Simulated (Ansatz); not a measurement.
# Zr2Si2C: the cost of one run

Computed with Ansatz 0.2.0 (DFT PBE, scalar-relativistic, plane waves, PAW, unless a step's input says otherwise).

**1. Starting point**

It takes space group P6/mmm (No. 191, hexagonal). Conventional cell: a = 4.617 Å, b = 4.617 Å, c = 5.127 Å, α = 90.00°, β = 90.00°, γ = 120.00°. Zr (site symmetry -6m2) is surrounded by 3 Zr at 2.67 Å and 6 Si at 2.89 Å. Si (site symmetry 6mm) is surrounded by 1 C at 1.44 Å. Around C (site symmetry 6/mmm) lie 2 Si at 1.44 Å.

As a file:

```
Zr Si C
1.0
     4.61735    0.00000    0.00000
    -2.30868    3.99875    0.00000
     0.00000    0.00000    5.12673
Zr Si C
2 2 1
Direct
  0.66667 0.33333 0.50000
  0.33333 0.66667 0.50000
  0.00000 0.00000 0.71973
  0.00000 0.00000 0.28027
  0.00000 0.00000 0.00000
```

Recipe of the guess: random cell by space group and Wyckoff sites (P6/mmm, No. 191). Lengths come from tabulated atomic sizes and are only a guess.

**2. Probe: one point on a coarse mesh**

input.yaml reads:

```yaml
crystal:
  lattice:
    - [4.61735402, 0.0, 0.0]
    - [-2.30867701, 3.99874588, 0.0]
    - [0.0, 0.0, 5.12673397]
  atoms:
    - { symbol: Zr, position: [0.66666667, 0.33333333, 0.5] }
    - { symbol: Zr, position: [0.33333333, 0.66666667, 0.5] }
    - { symbol: Si, position: [0.0, 0.0, 0.71973309] }
    - { symbol: Si, position: [0.0, 0.0, 0.28026691] }
    - { symbol: C, position: [0.0, 0.0, 0.0] }
basis:
  ecutwfc: 420
kpoints:
  mp_grid: { grid: [6, 6, 4] }
hamiltonian:
  xc: pbe
scf:
  occupations: { method: gaussian, width: 0.1 }
  lower_state_search: "off"
output:
  forces: true
  stress: true
  eigenvalues: true
```

The run is started by

```sh
> ansatz run input.yaml --threads 1 --pin off --max-ram 2560MiB --backend cpu --events-out ev --progress --plain --runs-dir out
```

Q: Estimate wall time and peak memory on 1 thread of AMD EPYC 9R45 (Zen 5), shared host.

About 1.4 s, with a peak of 0.4 GiB.
